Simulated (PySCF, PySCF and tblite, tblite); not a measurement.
# C2H7BOP2: a path driven as pyramidal inversion, and NMR exchange, part 2 of 2

PySCF and tblite. Atoms count from 0. The steps go on from the part before.

## (10) Shieldings, end: BP86/pcSseg-1 in chloroform

Job settings and geometry (Å):

```
{"job": {"kind": "nmr", "xc": "BP86", "basis": "pcSseg-1", "solvent": "chloroform", "pop": false}, "charge": 0, "multiplicity": 1}
O     -1.372529    -0.764284     1.927422
C     -1.858469    -0.418380     0.883761
C     -1.084780    -0.162937    -0.381635
B      0.465047     0.118332    -0.242586
P      1.474749    -0.429003     1.256348
P      1.340959     1.032826    -1.658815
H     -2.967673    -0.281473     0.797321
H     -1.623528     0.570779    -1.005074
H     -1.156682    -1.109816    -0.959198
H      1.120375    -1.788087     1.450597
H      2.747741    -0.620747     0.643855
H      2.413223     1.662202    -0.967241
H      0.502819     2.176746    -1.796865
```

The log of the run:

```text
coarse grid: 11936 points
cycle   1  E = -863.0284748361  dE =  4.887e-01  |g| = 8.233e-01  |ddm| = 3.278e+00
cycle   2  E = -862.2420011741  dE =  7.865e-01  |g| = 2.049e+00  |ddm| = 3.049e+00
cycle   3  E = -863.1444883909  dE = -9.025e-01  |g| = 2.921e-01  |ddm| = 2.614e+00
cycle   4  E = -863.1609951520  dE = -1.651e-02  |g| = 1.330e-01  |ddm| = 4.033e-01
cycle   5  E = -863.1655605735  dE = -4.565e-03  |g| = 4.258e-02  |ddm| = 1.842e-01
cycle   6  E = -863.1661346912  dE = -5.741e-04  |g| = 1.062e-02  |ddm| = 6.521e-02
cycle   7  E = -863.1661626490  dE = -2.796e-05  |g| = 3.466e-03  |ddm| = 1.405e-02
cycle   8  E = -863.1661662443  dE = -3.595e-06  |g| = 5.135e-04  |ddm| = 4.771e-03
final grid: 106288 points
cycle   9  E = -863.2287415414  dE = -2.164e-05  |g| = 8.619e-03  |ddm| = 2.737e-02
cycle  10  E = -863.2286516407  dE =  8.990e-05  |g| = 2.274e-02  |ddm| = 2.455e-02
cycle  11  E = -863.2287557136  dE = -1.041e-04  |g| = 1.861e-03  |ddm| = 1.828e-02
cycle  12  E = -863.2287564809  dE = -7.673e-07  |g| = 4.665e-04  |ddm| = 2.042e-03
cycle  13  E = -863.2287565372  dE = -5.637e-08  |g| = 1.622e-04  |ddm| = 8.168e-04
cycle  14  E = -863.2287565463  dE = -9.099e-09  |g| = 2.926e-05  |ddm| = 2.434e-04
cycle  15  E = -863.2287565466  dE = -2.242e-10  |g| = 8.766e-06  |ddm| = 3.602e-05
converged SCF energy = -863.2287565466

GIAO shielding tensors (ppm)
atom      isotropic    diamagn.    paramagn.     s11        s22        s33       span
  0 O     -315.826     404.333    -720.158   -876.226   -409.565    338.313   1214.540
  1 C      -24.820     246.936    -271.756   -111.335    -48.564     85.438    196.774
  2 C      128.351     257.188    -128.837     88.123    133.739    163.191     75.068
  3 B        5.329     196.759    -191.430    -79.601    -32.014    127.601    207.202
  4 P      463.281     968.559    -505.278    388.506    445.160    556.177    167.671
  5 P      471.100     968.428    -497.329    400.577    442.663    570.058    169.481
  6 H       21.144      26.179      -5.035     18.459     20.123     24.850      6.391
  7 H       27.527      32.296      -4.769     24.790     27.586     30.206      5.416
  8 H       28.424      30.619      -2.196     26.039     27.123     32.108      6.069
  9 H       27.160      29.895      -2.736     22.533     25.188     33.758     11.225
 10 H       27.744      29.819      -2.075     22.857     27.310     33.065     10.208
 11 H       27.907      29.648      -1.741     23.317     27.324     33.081      9.764
 12 H       27.948      29.690      -1.742     23.372     25.767     34.706     11.335
```

It took 19 s on 1 thread of Arm Neoverse N1, shared host; peak memory 0.63 GiB.

Key values: HOMO -6.04 eV, LUMO -2.38 eV; dipole 2.97 D.

## (11) The path in numbers

Job settings and geometry (Å):

```
{"job": {"smiles": "O=CCB(P)P", "charge": 0, "mult": 1, "motion": "inversion", "what": "phosphorus", "atoms": [4], "drives": [{"terms": [["t", [10, 3, 9, 4], 0.3333333333333333], ["t", [3, 9, 10, 4], 0.3333333333333333], ["t", [9, 10, 3, 4], 0.3333333333333333]], "neg": true, "n": 8}], "study": "path", "level": {"kind": "nmr", "xc": "BP86", "basis": "pcSseg-1", "solvent": "chloroform"}, "fields": [60, 100, 700], "first": 1, "seed": 161, "refine": {"xc": "PBE0", "basis": "def2-SVP"}, "kind": "path"}, "charge": 0, "multiplicity": 1}
O     -1.434715    -1.019011     1.765248
C     -1.656260    -0.266308     0.854689
C     -1.057853    -0.375043    -0.509568
B      0.509613    -0.047418    -0.434154
P      1.617382    -1.231325     0.499658
P      1.213682     1.239282    -1.617019
H     -2.313434     0.612865     0.998783
H     -1.599096     0.254297    -1.216284
H     -1.140797    -1.420473    -0.820139
H      0.859807    -1.444967     1.627095
H      2.522381    -0.357504     1.072970
H      2.186355     1.808792    -0.816418
H      0.288546     2.247302    -1.422588
```

The log of the run:

```text
stationary points (kcal/mol above the start)
  n  kind          group   xTB      DFT    lowest mode
  0  minimum      C1       0.00     0.00      31.0
  1  saddle       C1       7.28     6.97    -435.5
  2  minimum      C1      -1.29    -0.11      61.7

GFN2-xTB energies: T/K, barrier G, reaction G (kcal/mol), k forward, k back (1/s)
 150.00     6.79    -1.21        402       6.83
 200.00     6.85    -1.14   1.38e+05   7.82e+03
 250.00     6.92    -1.06   4.66e+06   5.49e+05
 298.15     7.00    -0.99   4.57e+07   8.66e+06
 350.00     7.11    -0.90   2.66e+08   7.27e+07
 400.00     7.22    -0.82    9.5e+08   3.37e+08
 500.00     7.47    -0.67   5.66e+09   2.89e+09

PBE0-D3(BJ)/def2-SVP energies: T/K, barrier G, reaction G (kcal/mol), k forward, k back (1/s)
 150.00     5.69    -0.51    1.6e+04    2.9e+03
 200.00     5.75    -0.43   2.19e+06   7.32e+05
 250.00     5.82    -0.36   4.25e+07   2.07e+07
 298.15     5.90    -0.28   2.92e+08   1.82e+08
 350.00     6.01    -0.20   1.29e+09   9.73e+08
 400.00     6.12    -0.12   3.78e+09   3.26e+09
 500.00     6.37     0.04   1.71e+10   1.77e+10

BP86/pcSseg-1 + D3(BJ), IEF-PCM chloroform energies: T/K, barrier G, reaction G (kcal/mol), k forward, k back (1/s)
 150.00     6.49    -0.03    1.1e+03        990
 200.00     6.55     0.04   2.93e+05   3.27e+05
 250.00     6.62     0.12   8.51e+06   1.09e+07
 298.15     6.70     0.20   7.58e+07   1.06e+08
 350.00     6.81     0.28    4.1e+08   6.13e+08
 400.00     6.92     0.36   1.38e+09   2.18e+09
 500.00     7.17     0.51   7.65e+09   1.28e+10
```

Wall time 12 min (1 thread of Arm Neoverse N1, shared host); peak memory 0.7 GiB. This counts the whole study up to here.

Barriers by level (kcal/mol; entropies in cal/(mol K)). Zero-point and thermal terms come from xTB in every row. ΔG‡ leaves symmetry out; the rate counts one path; effective ΔG‡, where given, is the barrier that would give that rate by Eyring's equation alone:

```csv
level,ΔE‡,with zero-point,ΔH‡,ΔS‡,ΔG‡ (298 K),ΔE of reaction,k at 298 K (1/s),effective ΔG‡
GFN2-xTB,7.27,6.72,6.47,-1.8,7.00,-1.30,4.6e+07,7.00
PBE0-D3(BJ)/def2-SVP,6.18,5.62,5.37,-1.8,5.90,-0.59,2.9e+08,5.90
"BP86/pcSseg-1 + D3(BJ), IEF-PCM chloroform",6.98,6.42,6.17,-1.8,6.70,-0.11,7.6e+07,6.70
```

Sites that the driver pairs across this motion, and where their lines would merge (no couplings; faster rotations or exchange between molecules can average them sooner):

| nucleus | sites: shielding (ppm) | proton frequency (MHz) | spread (Hz) | coalescence (K) | lines at 298 K |
| --- | --- | --- | --- | --- | --- |
| 31P | P5: 452.4; P5 (end): 471.1 | 700 | 5299 | 168 | – |
| 17O | O0: -337.5; O0 (end): -315.8 | 700 | 2057 | 160 | – |
| 13C | C2: 119.7; C2 (end): 128.4 | 700 | 1527 | 158 | – |
| 13C | C1: -20.7; C1 (end): -24.8 | 700 | 728 | 152 | – |
| 11B | B3: 3.1; B3 (end): 5.3 | 700 | 490 | 150 | – |
| 31P | P4: 464.4; P4 (end): 463.3 | 700 | 326 | 147 | – |
| 1H | H8: 28.00; H8 (end): 28.42 | 700 | 296 | 146 | – |
| 1H | H9: 27.54; H9 (end): 27.16 | 700 | 263 | 145 | – |

Rows that set an atom against itself at the end compare its shielding in the two forms.

Lines of quadrupolar nuclei are broad, so their coalescence could hardly be seen.

## (12) What came out

What follows sums up all 2 parts.

| quantity | value |
| --- | --- |
| barrier (BP86/pcSseg-1 + D3(BJ), IEF-PCM chloroform) | ΔE‡ 7.0, ΔG‡(298 K) 6.7 kcal/mol |
| barrier (GFN2-xTB) | ΔE‡ 7.3 kcal/mol |
| rate at 298 K | 7.6e+07 s⁻¹ |
| end of the path | -0.1 kcal/mol from the start |
| stages that failed or stayed incomplete | 1 |

What this shows: The barrier is 7.0 kcal/mol at the DFT level (xTB: 7.3); with thermal terms and the count of paths the DFT value gives a rate of 7.6e+07 s⁻¹ at 298 K. An error of 1.4 kcal/mol changes that rate tenfold. It was not proven that each saddle links the two ends.
